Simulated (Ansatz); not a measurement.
# Ti2C: further runs on the relaxed cell

An exercise on one series of results from a longer session: the logs are not shown, and one member is left open.

Method: DFT PBEsol, scalar-relativistic, plane waves, PAW, in Ansatz 0.2.0.

## Starting point

The structure is cubic, space group Fd-3m (No. 227). The conventional cell has a = 8.549 Å, b = 8.549 Å, c = 8.549 Å, α = 90.00°, β = 90.00°, γ = 90.00°. Ti (site symmetry 3m) has 3 C at 2.09 Å as nearest neighbours. C (site symmetry -3m) is surrounded by 6 Ti at 2.09 Å.

Coordinates:

```
Ti C
1.0
     0.00000    4.27457    4.27457
     4.27457    0.00000    4.27457
     4.27457    4.27457    0.00000
Ti C
8 4
Direct
  0.85727 0.38091 0.38091
  0.38091 0.38091 0.38091
  0.38091 0.38091 0.85727
  0.86909 0.39273 0.86909
  0.86909 0.86909 0.86909
  0.39273 0.86909 0.86909
  0.86909 0.86909 0.39273
  0.38091 0.85727 0.38091
  0.62500 0.62500 0.62500
  0.12500 0.62500 0.62500
  0.62500 0.62500 0.12500
  0.62500 0.12500 0.62500
```

It goes back to an entry of the Materials Project, which need not be the stable form.

This cell was relaxed beforehand with the same method: volume 13.02 Å³/atom, gap on the mesh none (metal).

The first run:

The input, input.yaml:

```yaml
crystal:
  lattice:
    - [0.0, 4.2313894529, 4.2313894529]
    - [4.2313894529, 0.0, 4.2313894529]
    - [4.2313894529, 4.2313894529, 0.0]
  atoms:
    - { symbol: Ti, position: [0.8572739433, 0.3809086856, 0.3809086856] }
    - { symbol: Ti, position: [0.3809086856, 0.3809086856, 0.3809086856] }
    - { symbol: Ti, position: [0.3809086856, 0.3809086856, 0.8572739433] }
    - { symbol: Ti, position: [0.8690913144, 0.3927260567, 0.8690913144] }
    - { symbol: Ti, position: [0.8690913144, 0.8690913144, 0.8690913144] }
    - { symbol: Ti, position: [0.3927260567, 0.8690913144, 0.8690913144] }
    - { symbol: Ti, position: [0.8690913144, 0.8690913144, 0.3927260567] }
    - { symbol: Ti, position: [0.3809086856, 0.8572739433, 0.3809086856] }
    - { symbol: C, position: [0.625, 0.625, 0.625] }
    - { symbol: C, position: [0.125, 0.625, 0.625] }
    - { symbol: C, position: [0.625, 0.625, 0.125] }
    - { symbol: C, position: [0.625, 0.125, 0.625] }
basis:
  ecutwfc: 420
kpoints:
  mp_grid: { grid: [8, 8, 8] }
hamiltonian:
  xc: pbesol
scf:
  occupations: { method: gaussian, width: 0.1 }
output:
  forces: true
  stress: true
  eigenvalues: true
relax:
  adjacent_minimum: "off"
  f_tol: 0.01
  max_steps: 30
```

On the command line:

```sh
> ansatz run input.yaml --threads 2 --pin off --max-ram 5120MiB --backend cpu --events-out ev --progress --plain --runs-dir out
```

Among the steps run: Volume × 0.97; Point at V/V0 = 1.03; Volume × 0.94; Point at V/V0 = 1.06; Point at V/V0 = 0.91; The cell scaled to 1.10 of its volume; Volume × 0.88.

One table of the session follows, with a row left open; its other results are not shown here.

It belongs to the step «Energy against volume». 

| volume (Å³/atom) | energy above the lowest point (meV/atom) | pressure (GPa) |
| --- | --- | --- |
| 11.455 | 109.0 | 24.63 |
| 11.846 | 58.0 | 17.05 |
| 12.236 | 24.3 | 10.53 |
| 12.627 | 5.7 | 4.85 |
| 13.017 | 0.0 | -0.03 |
| 13.408 | 5.3 | -4.18 |
| 13.799 | ? | ? |
| 14.319 | 51.6 | -11.59 |

Q: Estimate the row for volume (Å³/atom) = 13.799 from the others.

Worked estimate for «energy above the lowest point (meV/atom)». A straight line through the neighbours (13.408, 5.3) and (14.319, 51.6) gives 5.3 + (51.6 − 5.3) × (13.799 − 13.408) / (14.319 − 13.408) = 25.2; a parabola fitted to 3 rows on both sides gives 19.4.

As computed: energy above the lowest point (meV/atom): 19.9; pressure (GPa): -7.71. In «energy above the lowest point (meV/atom)» the line misses by +5.3 and the parabola by -0.5.

Caveats from the session: Warnings in the runs' records: stress scf threshold loose.
